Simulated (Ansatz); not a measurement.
**Ga4AsN3: the band gap up the ladder of functionals**

The task here is to estimate one member of a computed series from the others.

Code: Ansatz 0.2.0. PAW datasets, plane waves. No spin polarisation and no zero-point or thermal motion; the cell was built from a prototype and may be hypothetical.

### The cell

The cell was relaxed beforehand with r2SCAN.

It is monoclinic, Cm (No. 8); a = 12.576 Å, b = 3.376 Å, c = 5.883 Å, β = 117.4° in the conventional setting, 13.86 Å³ an atom. Around N lie 4 Ga at 1.99–2.14 Å; around N lie 4 Ga at 1.96–2.08 Å; around Ga lie 3 N at 1.99–2.00 Å and 1 As at 2.29 Å; around Ga lie 4 N at 2.05–2.14 Å; around N lie 4 Ga at 1.96–2.05 Å.

As a file:

Space group Cm (No. 8). a = 12.576 Å, b = 3.376 Å, c = 5.883 Å, α = 90.00°, β = 117.39°, γ = 90.00°
```
atom  site  symmetry       x       y       z
   N    2a         m  0.9887  0.0000  0.3187
   N    2a         m  0.7518  0.5000  0.9126
  Ga    2a         m  0.8117  0.0000  0.1124
  Ga    2a         m  0.5651  0.5000  0.7279
   N    2a         m  0.5106  0.0000  0.8437
  As    2a         m  0.7466  0.0000  0.4175
  Ga    2a         m  0.8354  0.5000  0.7012
  Ga    2a         m  0.5401  0.0000  0.2158
```

The first run:

The input, input.yaml:

```yaml
crystal:
  lattice:
    - [6.2877982118, -1.6880076666, 0.0324089734]
    - [6.2877982118, 1.6880076666, 0.0324089734]
    - [-2.7336108076, 0.0, 5.2098206887]
  atoms:
    - { symbol: "N", position: [1.0113229615, 1.0113229615, 0.681268755] }
    - { symbol: "N", position: [0.7482497859, 0.7482497859, 0.0873660288] }
    - { symbol: Ga, position: [0.1883082724, 0.1883082724, 0.8875513764] }
    - { symbol: Ga, position: [0.9349243574, 0.9349243574, 0.2720634003] }
    - { symbol: "N", position: [0.4893706722, 0.4893706722, 0.1562704863] }
    - { symbol: As, position: [0.2533872851, 0.2533872851, 0.5825220687] }
    - { symbol: Ga, position: [0.6645714858, 0.6645714858, 0.2987549879] }
    - { symbol: Ga, position: [0.4598651795, 0.4598651795, 0.7842028965] }
kpoints:
  mp_grid: { grid: [8, 8, 6] }
  band_path:
    path:
      - [[0.0, 0.0, 0.0], [-0.2728540291015, 0.2728540291015, -4.385406423066e-18]]
      - [[0.2728540291015, 0.7271459708985, 4.085091869926e-18], [0.5, 0.5, 5.011320181725e-17], [0.0, 0.0, 0.0], [0.5, 0.5, -0.5], [0.2503801404942, 0.7496198595058, -0.5]]
      - [[-0.2503801404942, 0.2503801404942, -0.5], [8.991958586124e-19, 6.752601642586e-19, -0.5], [0.0, 0.0, 0.0]]
      - [[-8.603509262325e-18, 0.5, -0.5], [0.0, 0.0, 0.0], [-1.929365420799e-17, 0.5, 1.971229416532e-17]]
    npoints: 10
hamiltonian:
  xc: pbe
scf:
  occupations: { method: fermi_dirac, width: 0.02 }
  n_extra_bands: 6
output:
  forces: true
  stress: true
  eigenvalues: true
```

Launch:

```
ansatz run input.yaml --threads 4 --pin off --max-ram 6451MiB --backend cpu --events-out ev --progress --plain --runs-dir out
```

Steps of the session up to this table: PBE bands along the symmetry lines; r2SCAN at the same geometry; HSE06; PBE+SOC at the same geometry.

One of the session's tables, all rows but one given; the rest of the session is left out.

| level | gap (eV) |
| --- | --- |
| PBE | -0.52 |
| r2SCAN | ? |
| HSE06 | -0.07 |
| PBE+SOC | -0.52 |

**Question.** Estimate the row for r2SCAN.

The run gave: gap (eV): -0.34. In the column «gap (eV)» it lies between PBE+SOC (-0.52) and HSE06 (-0.07).

Meshes: PBE 8×8×6, r2SCAN 8×8×6, HSE06 4×4×4, PBE+SOC 8×8×6

Caveats from the session: Warnings in the runs' records: stress scf threshold loose, filled band counts differ across k points, stress exchange threshold loose.
